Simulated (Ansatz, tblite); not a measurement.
# Ge(CCH)2Me2 (C6H8Ge): a ladder of methods and basis sets

The task here is to estimate one member of a computed series from the others.

Method: as each input shows; program: Ansatz 0.2.0, Gaussian basis.

Plan: GFN1-xTB, GFN2-xTB, PBE-D4/def2-TZVP, r2SCAN-D4/def2-TZVP, ωB97M-V/def2-TZVP, HF/def2-TZVP, B97M-V/def2-TZVP, PBE-D4/def2-SVP, PBE0-D4/def2-SVP, HF/6-31G, B3LYP-D4/6-31G, CCSD(T)/def2-SVP, MP2/def2-TZVP, RPA/def2-TZVP.

2 further runs of the same task are left out: 2 set aside as unsound or not needed.

## The geometry

The singlet was relaxed beforehand with PBE0-D4/def2-SVP.

15 atoms, charge 0, spin multiplicity 1.

Bond lengths: Ge1–C2 1.910 Å, Ge1–C5 1.910 Å, Ge1–C8 1.943 Å, Ge1–C12 1.943 Å, C2–C3 1.216 Å, C3–H4 1.076 Å, C5–C6 1.216 Å, C6–H7 1.076 Å, C8–H9 1.100 Å, C8–H10 1.099 Å, C8–H11 1.100 Å, C12–H13 1.100 Å, C12–H14 1.099 Å, C12–H15 1.100 Å. Angles: C2–Ge1–C5 107.4°, C2–Ge1–C8 109.1°, C2–Ge1–C12 109.1°, C5–Ge1–C8 109.1°, C5–Ge1–C12 109.1°, C8–Ge1–C12 112.8°, Ge1–C2–C3 178.5°, C2–C3–H4 179.6°, Ge1–C5–C6 178.4°, C5–C6–H7 179.6°, Ge1–C8–H9 110.0°, Ge1–C8–H10 110.1°, Ge1–C8–H11 110.0°, H9–C8–H10 108.8°, H9–C8–H11 109.0°, H10–C8–H11 108.8°, Ge1–C12–H13 110.0°, Ge1–C12–H14 110.1° and more.

PBE0-D4/def2-TZVP was run before; its log isn't repeated, and its numbers join the tables.

Set-up of the first run:

Tight binding, by tblite at 300 K electronic temperature and without a spin-polarisation term:

```python
tblite.interface.Calculator('GFN1-xTB', numbers, positions, charge=0, uhf=0).singlepoint()
```

Tight binding, by tblite at 300 K electronic temperature and without a spin-polarisation term:

```python
tblite.interface.Calculator('GFN2-xTB', numbers, positions, charge=0, uhf=0).singlepoint()
```

start.molden holds the orbitals of an earlier run on this state, given as this run's starting guess.

The input, in.yaml:

```yaml
crystal:
  periodic: [false, false, false]
  atoms:
    - {symbol: Ge, position_ang: [-0.051982, 0.000343, -0.036493]}
    - {symbol: C, position_ang: [-0.017552, -0.000257, 1.872837]}
    - {symbol: C, position_ang: [-0.027515, -0.000299, 3.089228]}
    - {symbol: H, position_ang: [-0.028695, -0.000355, 4.164848]}
    - {symbol: C, position_ang: [1.760170, -0.008409, -0.638735]}
    - {symbol: C, position_ang: [2.903621, -0.014368, -1.053692]}
    - {symbol: H, position_ang: [3.917295, -0.019658, -1.413395]}
    - {symbol: C, position_ang: [-0.921506, 1.623633, -0.657615]}
    - {symbol: H, position_ang: [-0.915998, 1.656458, -1.756680]}
    - {symbol: H, position_ang: [-0.391630, 2.506447, -0.273901]}
    - {symbol: H, position_ang: [-1.962025, 1.652636, -0.303313]}
    - {symbol: C, position_ang: [-0.937400, -1.614164, -0.658028]}
    - {symbol: H, position_ang: [-1.973230, -1.640623, -0.290061]}
    - {symbol: H, position_ang: [-0.406851, -2.502286, -0.287727]}
    - {symbol: H, position_ang: [-0.946710, -1.639108, -1.757275]}
basis:
  gaussian: {orbitals: def2-TZVP, initial_orbitals: start.molden}
hamiltonian: {xc: pbe, dispersion: d4}
scf: {omitted_lower_state_checks: [starts]}
output: {orbitals: {seedname: orbitals}}
```

On the command line:

```bash
$ ansatz run in.yaml --threads 2 --pin off --events-out ev --progress --plain --max-ram 32768MiB --backend cuda --devices 0, --max-vram 18GiB
```

Among the steps run: PBE-D4/def2-TZVP; r2SCAN-D4/def2-TZVP; ωB97M-V/def2-TZVP; HF/def2-TZVP; B97M-V/def2-TZVP; PBE-D4/def2-SVP; PBE0-D4/def2-SVP; HF/6-31G; B3LYP-D4/6-31G; CCSD(T)/def2-SVP; MP2/def2-TZVP; RPA/def2-TZVP.

One table of the session follows, with a row left open; its other results are not shown here.

```
             method  binding an atom (eV)
           HF/6-31G                 3.040
        HF/def2-SVP                 3.214
       HF/def2-TZVP                 3.168
    PBE-D4/def2-SVP                 4.430
   PBE-D4/def2-TZVP                 4.407
r2SCAN-D4/def2-TZVP                 4.312
   B97M-V/def2-TZVP                     ?
     B3LYP-D4/6-31G                 4.246
   PBE0-D4/def2-SVP                 4.358
  PBE0-D4/def2-TZVP                 4.329
  ωB97M-V/def2-TZVP                 4.303
       MP2/def2-SVP                 4.196
      MP2/def2-TZVP                 4.276
      CCSD/def2-SVP                 4.066
   CCSD(T)/def2-SVP                 4.122
```

**Question.** Estimate the row for B97M-V/def2-TZVP.

As computed: binding an atom (eV): 4.304. In the column «binding an atom (eV)» it lies between ωB97M-V/def2-TZVP (4.303) and r2SCAN-D4/def2-TZVP (4.312).

Some runs used a GPU and others CPU threads alone, so the times don't compare the methods' cost.

To keep in mind: Free atoms were run apart at each level; binding is atoms less cluster, divided by the number of atoms, without zero-point or spin-orbit terms. The yardstick is in a double-zeta basis, so levels in larger sets aren't compared like for like. CCSD(T)/def2-SVP isn't at the basis-set limit; small misses against it rank nothing.
